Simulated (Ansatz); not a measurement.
**C2HFSe (SMILES FC#C[SeH]): single points off equilibrium**

Aim: energy, forces and dipole at a structure displaced at random from a GFN2-xTB minimum, from CCSD(T) and from density functionals.

Program: Ansatz 0.2.0, Gaussian basis. Level of theory: single points in def2-TZVPP. These are calculated values, not measurements.

Correlated methods freeze the cores. Filled d shells of the heavier atoms are correlated.

**1. The system as given**

5 atoms, charge 0, spin multiplicity 1.

Atoms are counted from 1 here; the program's logs count them from 0.

Bond lengths: F1–C2 1.315 Å, C2–C3 1.229 Å, C3–Se4 1.813 Å, Se4–H5 1.440 Å. Angles: F1–C2–C3 171.7°, C2–C3–Se4 167.5°, C3–Se4–H5 93.0°.

As a file:

```xyz
5
C2HFSe
F     1.44830   -1.45990    1.50620
C     0.64520   -0.86370    0.65280
C    -0.03310   -0.15400   -0.08710
Se   -1.14030    0.54860   -1.33940
H    -0.98640    1.88700   -0.83210
```

**2. CCSD(T)/def2-TZVPP**

Contents of run/in.yaml:

```yaml
crystal:
  periodic: [false, false, false]
  atoms:
    - {symbol: F, position_ang: [1.448300, -1.459900, 1.506200]}
    - {symbol: C, position_ang: [0.645200, -0.863700, 0.652800]}
    - {symbol: C, position_ang: [-0.033100, -0.154000, -0.087100]}
    - {symbol: Se, position_ang: [-1.140300, 0.548600, -1.339400]}
    - {symbol: H, position_ang: [-0.986400, 1.887000, -0.832100]}
basis:
  gaussian: {orbitals: def2-TZVPP}
correlation: {method: ccsd_t}
output: {forces: true}
```

The command line of these runs was not kept.

**3. PBE0-D4/def2-TZVPP**

Edit run/in.yaml of step 2 so:

```diff
@@ -10,3 +10,3 @@
   gaussian: {orbitals: def2-TZVPP}
-correlation: {method: ccsd_t}
-output: {forces: true}
+hamiltonian: {xc: pbe0, dispersion: d4}
+output: {forces: true, orbitals: {seedname: orbitals}}
```

**4. wB97M-V/def2-TZVPP**

Edit run/in.yaml of step 3 so:

```diff
@@ -10,3 +10,3 @@
   gaussian: {orbitals: def2-TZVPP}
-hamiltonian: {xc: pbe0, dispersion: d4}
-output: {forces: true, orbitals: {seedname: orbitals}}
+hamiltonian: {xc: {name: wB97M-V}}
+output: {forces: true}
```

**5. r2SCAN-D4/def2-TZVPP**

Edit run/in.yaml of step 4 so:

```diff
@@ -10,3 +10,3 @@
   gaussian: {orbitals: def2-TZVPP}
-hamiltonian: {xc: {name: wB97M-V}}
+hamiltonian: {xc: r2scan, dispersion: d4}
 output: {forces: true}
```

**6. PBE-D4/def2-TZVPP**

Edit run/in.yaml of step 5 so:

```diff
@@ -10,3 +10,3 @@
   gaussian: {orbitals: def2-TZVPP}
-hamiltonian: {xc: r2scan, dispersion: d4}
+hamiltonian: {xc: pbe, dispersion: d4}
 output: {forces: true}
```

**7. wB97X-V/def2-TZVPP**

Edit run/in.yaml of step 6 so:

```diff
@@ -10,3 +10,3 @@
   gaussian: {orbitals: def2-TZVPP}
-hamiltonian: {xc: pbe, dispersion: d4}
+hamiltonian: {xc: {name: wB97X-V}}
 output: {forces: true}
```

**8. revPBE-D4/def2-TZVPP**

Edit run/in.yaml of step 7 so:

```diff
@@ -10,3 +10,3 @@
   gaussian: {orbitals: def2-TZVPP}
-hamiltonian: {xc: {name: wB97X-V}}
+hamiltonian: {xc: {name: revPBE}, dispersion: d4}
 output: {forces: true}
```

(Steps that only read results are left out.)

Q: Predict the outcome of this session. Wanted: energy less free atoms, CCSD(T)/def2-TZVPP; RMS force component; RMS force error; HOMO and LUMO, PBE0-D4; T1 diagnostic.

The runs gave:

```
                                  quantity                                                                                             value
energy less free atoms, CCSD(T)/def2-TZVPP                                                                                   -420.3 kcal/mol
                       RMS force component                                                              0.709 to 1.205 eV/Å over the methods
                           RMS force error  PBE0-D4 0.313, wB97M-V 0.483, r2SCAN-D4 0.186, PBE-D4 0.223, wB97X-V 0.453, revPBE-D4 0.252 eV/Å
                    HOMO and LUMO, PBE0-D4                                                                                -6.78 and -0.44 eV
                             T1 diagnostic                                                                                             0.012
```

What this shows: Against CCSD(T) the functionals' energies less atoms differ by -43.0 to -13.4 kcal/mol, PBE-D4 by -43.0 kcal/mol. The reference is not at the basis limit: in triple zeta CCSD(T) underbinds, which counts against methods that bind more; the gaps are no ranking. The forces of r2SCAN-D4 come nearest to CCSD(T), those of wB97M-V are farthest. Frozen-core CCSD(T) forces in triple zeta carry basis errors of their own, and this is one geometry, so small gaps rank nothing.
